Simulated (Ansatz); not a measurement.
# ZrTi3O8: the cost of one run

The runs shown are made with Ansatz 0.2.0. Linear response, PAW datasets, plane waves. These are computed values for a spin-unpolarised cell that may be hypothetical; none is a measurement.

## (1) The structure to begin with

The cell was relaxed beforehand with r2SCAN.

The symmetry is Pmm2 (No. 25, orthorhombic); a = 3.704 Å, b = 6.334 Å, c = 5.584 Å in the conventional setting, 10.92 Å³ an atom. Zr has 4 O at 1.98–2.05 Å; Ti has 5 O at 1.81–2.23 Å; O has 2 Ti at 1.90 Å; O has 2 Zr at 2.05 Å and 2 Ti at 2.23 Å; O has 3 Ti at 1.97–2.24 Å.

Structure file:

```xyz
12
Lattice="3.7035 0.0000 0.0000 0.0000 6.3345 0.0000 0.0000 0.0000 5.5845" Properties=species:S:1:pos:R:3 pbc="T T T"
Zr    0.0000    0.0000    0.1185
Ti    1.8518    1.5887    2.5574
O     1.8518    0.0000    3.5956
O     1.8518    0.0000    0.9914
O     0.0000    1.5753    1.8978
O     0.0000    1.7587    4.7974
Ti    0.0000    3.1672    0.3264
Ti    1.8518    4.7458    2.5574
O     1.8518    3.1672    3.4387
O     1.8518    3.1672    0.9466
O     0.0000    4.7592    1.8978
O     0.0000    4.5758    4.7974
```

## (2) Field response with r2SCAN

File input.yaml:

```yaml
crystal:
  lattice:
    - [3.7035328166, 0.0, 0.0]
    - [0.0, 6.3344910504, 0.0]
    - [0.0, 0.0, 5.5844552111]
  atoms:
    - { symbol: Zr, position: [0.0, 0.0, 0.0212119841] }
    - { symbol: Ti, position: [0.5, 0.2508048397, 0.4579520343] }
    - { symbol: O, position: [0.5, 0.0, 0.6438523055] }
    - { symbol: O, position: [0.5, 0.0, 0.1775294681] }
    - { symbol: O, position: [0.0, 0.2486830007, 0.3398417483] }
    - { symbol: O, position: [0.0, 0.2776374786, 0.8590551944] }
    - { symbol: Ti, position: [0.0, 0.5, 0.0584393108] }
    - { symbol: Ti, position: [0.5, 0.7491951603, 0.4579520343] }
    - { symbol: O, position: [0.5, 0.5, 0.6157634429] }
    - { symbol: O, position: [0.5, 0.5, 0.1695055348] }
    - { symbol: O, position: [0.0, 0.7513169993, 0.3398417483] }
    - { symbol: O, position: [0.0, 0.7223625214, 0.8590551944] }
kpoints:
  mp_grid: { grid: [6, 4, 4] }
hamiltonian:
  xc: r2scan
scf:
  occupations: { method: fixed }
dielectric: {}
```

What time and memory should one allow on 1 × NVIDIA H100 80GB HBM3 with 2 threads of AMD EPYC 7R13 (Zen 3), shared host?

About 75 s, with a peak of 3.6 GiB on the host.
